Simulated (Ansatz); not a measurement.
The system is Ta4NiO11.

```
Ta Ni O
1.0
     1.95495  -14.82973    0.00000
     1.95495   14.82973    0.00000
     0.00000    0.00000    3.88590
Ta Ni O
4 1 11
Direct
  0.20437 0.79563 0.00000
  0.92451 0.07549 0.00000
  0.07549 0.92451 0.00000
  0.79563 0.20437 0.00000
  0.50000 0.50000 0.00000
  0.13987 0.86013 0.00000
  0.72107 0.27893 0.00000
  0.43645 0.56355 0.00000
  0.56355 0.43645 0.00000
  0.00000 0.00000 0.00000
  0.86013 0.13987 0.00000
  0.27893 0.72107 0.00000
  0.92790 0.07210 0.50000
  0.07210 0.92790 0.50000
  0.79436 0.20564 0.50000
  0.20564 0.79436 0.50000
```

The cell was built by a generator and needn't be a form met in nature.

| Property | Result |
| --- | --- |
| Program | Ansatz 0.2.0 |
| Task | relaxation of cell and atoms |
| Functional | r2SCAN |
| Potentials or basis | Ansatz PAW |
| Cutoff | 500 eV (not typed: the program's choice for these potentials) |
| k mesh | 5 × 5 × 5 |
| Occupations | fermi-dirac, width 0.05 eV |
| Spin | collinear spin, ferromagnetic start |
| Starting moments | [0.0, 0.0, 0.0, 0.0, 1.0, 0.0, 0.0, 0.0, 0.0, 0.0, 0.0, 0.0, 0.0, 0.0, 0.0, 0.0] μB |

At the start: volume 14.08 Å³/atom.

Task: How do energy, volume and symmetry change on relaxing?

Result: It ends after 6 steps and the volume is 13.79 Å³/atom (-2.1 %); space group Cmmm (No. 65, to 0.05 Å); moment 1.20 μB per cell.

Step by step:
| step | energy change (eV) | largest force (eV/Å) | volume (Å³) |
| --- | --- | --- | --- |
| 1 | 0.0000 | 0.2606 | 225.32 |
| 2 | -0.0738 | 0.0928 | 220.09 |
| 3 | -0.0770 | 0.0816 | 220.64 |
| 4 | -0.0781 | 0.0157 | 220.72 |
| 5 | -0.0782 | 0.0059 | 220.66 |
| 6 | -0.0755 | 0.0059 | 220.66 |

Final structure:
```
CELL_PARAMETERS angstrom
1.94077 -14.74687 0.00000
1.94077 14.74687 0.00000
0.00000 0.00000 3.85491
ATOMIC_POSITIONS crystal
Ta 0.20454 0.79546 0.00000
Ta 0.92414 0.07586 0.00000
Ta 0.07586 0.92414 0.00000
Ta 0.79546 0.20454 0.00000
Ni 0.50000 0.50000 0.00000
O 0.14013 0.85987 0.00000
O 0.72118 0.27882 0.00000
O 0.43569 0.56431 0.00000
O 0.56431 0.43569 0.00000
O 0.00000 0.00000 0.00000
O 0.85987 0.14013 0.00000
O 0.27882 0.72118 0.00000
O 0.92871 0.07129 0.50000
O 0.07129 0.92871 0.50000
O 0.79368 0.20632 0.50000
O 0.20632 0.79368 0.50000
```

Caveat: the magnetic or orbital state may not be the lowest; the plane-wave basis is chosen anew once the cell has moved, so the energies of steps on either side of that aren't comparable; a cell with one magnetic atom can't hold antiferromagnetic order, which such compounds often take; the PAW data sets come from PBE, with cores solved anew for the run's functional, which leaves a small shift of forces and pressure.
